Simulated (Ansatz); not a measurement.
The system is Mg6CoBi.

```
CELL_PARAMETERS angstrom
4.85010 0.00000 0.00000
0.00000 3.14980 5.53142
0.00000 -3.14980 5.53142
ATOMIC_POSITIONS crystal
Bi 0.50000 0.67109 0.67109
Co 0.00000 0.86466 0.86466
Mg 0.50000 0.16978 0.16978
Mg 0.50000 0.67590 0.14295
Mg 0.50000 0.14295 0.67590
Mg 0.00000 0.33244 0.33244
Mg 0.00000 0.83715 0.30603
Mg 0.00000 0.30603 0.83715
```

The cell comes from a database or a generator and needn't be the stable form of this composition.

- Program: Ansatz 0.2.0
- Task: single point
- Functional: PBE
- Potentials or basis: Ansatz PAW
- Cutoff: 420 eV (not typed: the program's choice for these potentials)
- k mesh: 6 × 5 × 5
- Occupations: fermi-dirac, width 0.05 eV
- Spin: collinear spin, ferromagnetic start
- Starting moments: [0.0, 2.0, 0.0, 0.0, 0.0, 0.0, 0.0, 0.0] μB

On this cell: pressure 0.6 GPa; largest force 0.082 eV/Å; net moment 1.04 μB per cell; site moments Bi -0.00; Co +1.21; Mg +0.01, -0.02, -0.01 μB; band gap on the k mesh none (metal or under the smearing width).

The same run follows on a disturbed copy (atoms moved at random, drawn with an rms of 0.05 Å):

```
Bi Co Mg
1.0
     4.85010    0.00000    0.00000
     0.00000    3.14980    5.53142
     0.00000   -3.14980    5.53142
Bi Co Mg
1 1 6
Cartesian
  2.4033 0.0173 7.4204
  -0.0240 0.0306 9.5467
  2.3976 0.0298 1.8937
  2.4213 1.6886 4.5015
  2.4447 -1.6704 4.5156
  0.0025 0.0329 3.6845
  -0.0116 1.6364 6.4075
  0.0301 -1.6901 6.2966
```

What changes?

The energy (extrapolated to zero smearing) moves by +2.9 meV/atom; pressure 0.6 GPa; largest force 0.199 eV/Å; net moment 1.03 μB per cell; site moments Bi -0.00; Co +1.21; Mg +0.01, -0.02, -0.01 μB; band gap on the k mesh none (metal or under the smearing width).

Forces on the atoms (eV/Å):
```
Bi   0.059 -0.067 -0.090
Co   0.066 -0.081  0.111
Mg   0.146 -0.049 -0.120
Mg  -0.013  0.053  0.191
Mg  -0.028  0.034  0.027
Mg  -0.040 -0.012  0.004
Mg  -0.032  0.083 -0.170
Mg  -0.157  0.039  0.047
```

Stress tensor (GPa, compression positive):
```
 0.78 -0.01  0.06
-0.01  0.62  0.13
 0.06  0.13  0.47
```

Caveats: spin-orbit coupling is left out, which moves the levels of the heavy elements.
